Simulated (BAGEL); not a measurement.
**Si4H10 (SMILES [SiH3][SiH]([SiH3])[SiH3]): a chain of runs**

Aim: the energy (HF/cc-pVDZ), then a single-point energy (NEVPT2(2,2)/cc-pVDZ) of Si4H10. 

Program for the calculation: BAGEL 1.2.2.

1 further run of the same task is left out (set aside as unsound or not needed).

### Step 1. The system as given

Si4H10: 14 atoms, total charge 0, spin state singlet. As SMILES, `[SiH3][SiH]([SiH3])[SiH3]`. The Si1–Si2 distance was set to 3.740 Å, away from the relaxed value. At this shape a bond of the SMILES string is far longer than usual.

Bond lengths: Si2–Si3 2.337 Å, Si2–Si4 2.337 Å, Si1–H5 1.488 Å, Si1–H6 1.488 Å, Si1–H7 1.488 Å, Si2–H8 1.492 Å, Si3–H9 1.488 Å, Si3–H10 1.488 Å, Si3–H11 1.488 Å, Si4–H12 1.488 Å, Si4–H13 1.488 Å, Si4–H14 1.488 Å. Some angles: Si3–Si2–Si4 109.6°, Si2–Si3–H9 109.2°, Si2–Si3–H10 110.8°, Si2–Si3–H11 110.8°, Si3–Si2–H8 109.3°, Si4–Si2–H8 109.3°, Si2–Si4–H12 110.8°, Si2–Si4–H13 109.2°, Si2–Si4–H14 110.8°, H9–Si3–H10 108.6°. A long bond or contact: Si1–Si2 3.740 Å.

### Step 2. The energy at HF/cc-pVDZ (density fitting with svp-jkfit) (run 1)

calc.json reads:

```json
{ "bagel": [

{
  "title": "molecule",
  "basis": "cc-pvdz.json",
  "df_basis": "svp-jkfit",
  "angstrom": false,
  "geometry": [
    { "atom": "Si", "xyz": [    -4.30091839,     1.39769246,    -5.01646886 ] },
    { "atom": "Si", "xyz": [    -0.82713312,    -0.06296567,     0.96198398 ] },
    { "atom": "Si", "xyz": [     2.12405216,     3.12020239,     1.77840236 ] },
    { "atom": "Si", "xyz": [     1.24729483,    -3.94181752,     0.56215573 ] },
    { "atom": "H", "xyz": [    -6.19480192,    -0.60107086,    -5.58436936 ] },
    { "atom": "H", "xyz": [    -5.62544633,     3.87002115,    -4.82275304 ] },
    { "atom": "H", "xyz": [    -2.46606992,     1.52634502,    -7.14310995 ] },
    { "atom": "H", "xyz": [    -2.66360677,    -0.20250305,     3.09788473 ] },
    { "atom": "H", "xyz": [     3.95143622,     3.25467530,    -0.35426696 ] },
    { "atom": "H", "xyz": [     3.54382230,     2.58221626,     4.14466072 ] },
    { "atom": "H", "xyz": [     0.85534674,     5.61624715,     2.03238155 ] },
    { "atom": "H", "xyz": [     2.65417703,    -4.56841291,     2.91426004 ] },
    { "atom": "H", "xyz": [     3.07789143,    -3.79485352,    -1.56692311 ] },
    { "atom": "H", "xyz": [    -0.58675996,    -6.00475594,     0.02844038 ] }
  ]
},

{ "title": "hf" },

{ "title": "print", "file": "orbitals.molden", "orbitals": true }

]}
```

The basis set cc-pVDZ is read from a file made from the Basis Set Exchange's data (not shown).

Launch:

```bash
$ BAGEL_NUM_THREADS=1 BAGEL calc.json > calc.out
```

Standard output:

```text
* using 1 threads per process

  ===============================================================
  ===============================================================

  *** Geometry ***

  { "atom" : "Si", "xyz" : [     -4.300918,      1.397692,     -5.016469 ] },
  { "atom" : "Si", "xyz" : [     -0.827133,     -0.062966,      0.961984 ] },
  { "atom" : "Si", "xyz" : [      2.124052,      3.120202,      1.778402 ] },
  { "atom" : "Si", "xyz" : [      1.247295,     -3.941818,      0.562156 ] },
  { "atom" : "H", "xyz" : [     -6.194802,     -0.601071,     -5.584369 ] },
  { "atom" : "H", "xyz" : [     -5.625446,      3.870021,     -4.822753 ] },
  { "atom" : "H", "xyz" : [     -2.466070,      1.526345,     -7.143110 ] },
  { "atom" : "H", "xyz" : [     -2.663607,     -0.202503,      3.097885 ] },
  { "atom" : "H", "xyz" : [      3.951436,      3.254675,     -0.354267 ] },
  { "atom" : "H", "xyz" : [      3.543822,      2.582216,      4.144661 ] },
  { "atom" : "H", "xyz" : [      0.855347,      5.616247,      2.032382 ] },
  { "atom" : "H", "xyz" : [      2.654177,     -4.568413,      2.914260 ] },
  { "atom" : "H", "xyz" : [      3.077891,     -3.794854,     -1.566923 ] },
  { "atom" : "H", "xyz" : [     -0.586760,     -6.004756,      0.028440 ] },

  Number of auxiliary basis functions:      692

  Since a DF basis is specified, we compute 2- and 3-index integrals:
    o Being stored without compression. Storage requirement is 0.082 GB

  Number of basis functions:      122
  Number of electrons      :       66

    * METHOD: MOLECULE                             0.42

  *** RHF ***

  === Nuclear Repulsion ===
   291.7009946611

      * DIIS with orbital gradients will be used.

  === RHF iteration (cc-pvdz.json) ===
      0      -1161.31629765          0.00681126           0.15
      1      -1161.41730997          0.00247945           0.14
      2      -1161.42792841          0.00099234           0.14
      3      -1161.42970856          0.00015407           0.14
      4      -1161.42976722          0.00004187           0.14
      5      -1161.42977266          0.00000976           0.14
      6      -1161.42977296          0.00000255           0.14
      7      -1161.42977298          0.00000084           0.14
      8      -1161.42977298          0.00000023           0.14
      9      -1161.42977298          0.00000005           0.14
     10      -1161.42977298          0.00000002           0.15
     11      -1161.42977298          0.00000001           0.15
    * SCF iteration converged.

    * Permanent dipole moment:
           (    0.011218,     0.002177,    -0.020159) a.u.

    * METHOD: HF                                   2.01

    * METHOD: PRINT                                0.03

  ===============================================================
```

Wall time 2.7 s (1 thread of AMD EPYC 9R45 (Zen 5), shared host); peak memory 0.28 GiB.

### Step 3. The energy at NEVPT2(2,2)/cc-pVDZ (density fitting with svp-jkfit) (run 2)

input.json reads:

```json
{ "bagel" : [

{
  "title" : "molecule",
  "basis" : "cc-pvdz.json",
  "df_basis" : "svp-jkfit",
  "geometry" : [
    { "atom" : "Si", "xyz" : [ -4.30091839,  1.39769246, -5.01646886 ] },
    { "atom" : "Si", "xyz" : [ -0.82713312, -0.06296567,  0.96198398 ] },
    { "atom" : "Si", "xyz" : [  2.12405216,  3.12020239,  1.77840236 ] },
    { "atom" : "Si", "xyz" : [  1.24729483, -3.94181752,  0.56215573 ] },
    { "atom" : "H", "xyz" : [ -6.19480192, -0.60107086, -5.58436936 ] },
    { "atom" : "H", "xyz" : [ -5.62544633,  3.87002115, -4.82275304 ] },
    { "atom" : "H", "xyz" : [ -2.46606992,  1.52634502, -7.14310995 ] },
    { "atom" : "H", "xyz" : [ -2.66360677, -0.20250305,  3.09788473 ] },
    { "atom" : "H", "xyz" : [  3.95143622,  3.25467530, -0.35426696 ] },
    { "atom" : "H", "xyz" : [  3.54382230,  2.58221626,  4.14466072 ] },
    { "atom" : "H", "xyz" : [  0.85534674,  5.61624715,  2.03238155 ] },
    { "atom" : "H", "xyz" : [  2.65417703, -4.56841291,  2.91426004 ] },
    { "atom" : "H", "xyz" : [  3.07789143, -3.79485352, -1.56692311 ] },
    { "atom" : "H", "xyz" : [ -0.58675996, -6.00475594,  0.02844038 ] }
  ]
},
{ "title" : "hf" },
{ "title" : "casscf", "nstate" : 1, "nact" : 2, "nclosed" : 32, "nspin" : 0, "active" : [33, 34], "maxiter" : 200, "natocc" : "true" },
{
  "title" : "nevpt2",
  "nstate" : 1,
  "nact" : 2,
  "nclosed" : 32,
  "nspin" : 0,
  "active" : [33, 34],
  "maxiter" : 200,
  "natocc" : "true",
  "ncore" : 20
},
{ "title" : "print", "file" : "orbitals.molden", "orbitals" : "true" }

]}
```

The basis set cc-pVDZ is read from a file made from the Basis Set Exchange's data (not shown).

Launch:

```bash
$ BAGEL_NUM_THREADS=1 BAGEL input.json > input.out
```

Standard output:

```text
* using 1 threads per process

  ===============================================================
  ===============================================================

  *** Geometry ***

  { "atom" : "Si", "xyz" : [     -4.300918,      1.397692,     -5.016469 ] },
  { "atom" : "Si", "xyz" : [     -0.827133,     -0.062966,      0.961984 ] },
  { "atom" : "Si", "xyz" : [      2.124052,      3.120202,      1.778402 ] },
[... 10 lines of this table left out ...]
  { "atom" : "H", "xyz" : [     -0.586760,     -6.004756,      0.028440 ] },

  Number of auxiliary basis functions:      692

  Since a DF basis is specified, we compute 2- and 3-index integrals:
    o Being stored without compression. Storage requirement is 0.082 GB

  Number of basis functions:      122
  Number of electrons      :       66

    * METHOD: MOLECULE                             0.42

  *** RHF ***

[... 11 lines left out ...]
    * SCF iteration converged.
[... 1 line left out ...]
    * Permanent dipole moment:
[... 27 lines left out ...]
    * Second-order optimization converged. *

     guess   0:   closed 1.                   open ..

  === FCI iteration ===

      0  0     -1161.42681755     5.40e-02      0.00
      1  0     -1161.46968447     9.28e-04      0.00
      2  0 *   -1161.46969775     1.26e-16      0.00

     * ci vector, state   0, <S^2> = 0.0000
       2.     0.9293220468
       .2    -0.3692702713

    * METHOD: CASSCF                               6.02

    * freezing 20 orbitals

  === DF-NEVPT2 calculation ===

    * 3-index integral transformation done
    * assembly done

      NEVPT2 correlation energy:   -0.3919654808      0.26

          (+0)     -0.3364482889
          (+0)'    -0.0101668944
          (+1)     -0.0102715039
          (+1)'    -0.0000000000
          (+2)     -0.0003496989
          (-1)     -0.0328579072
          (-1)'     0.0000000000
          (-2)     -0.0018711875

      NEVPT2 total energy:       -1161.8616632292

    * METHOD: NEVPT2                               0.50

    * METHOD: PRINT                                0.02

  ===============================================================
```

Run time: 9.3 s. Hardware: 1 thread of AMD EPYC 9R45 (Zen 5), shared host; peak memory 0.28 GiB.

### Step 4. What came out

```
                                quantity           value
         run 1, HF/cc-pVDZ: total energy  -1161.42977 Eh
        run 1, HF/cc-pVDZ: dipole moment          0.06 D
          run 1, HF/cc-pVDZ: HOMO energy        -7.63 eV
          run 1, HF/cc-pVDZ: LUMO energy        -0.22 eV
        run 1, HF/cc-pVDZ: HOMO–LUMO gap         7.42 eV
run 2, NEVPT2(2,2)/cc-pVDZ: total energy  -1161.86166 Eh
```

**Reading.** One bond (run 1, HF/cc-pVDZ) is far stretched, which a spin-restricted single reference describes badly; a broken-symmetry solution may lie lower.
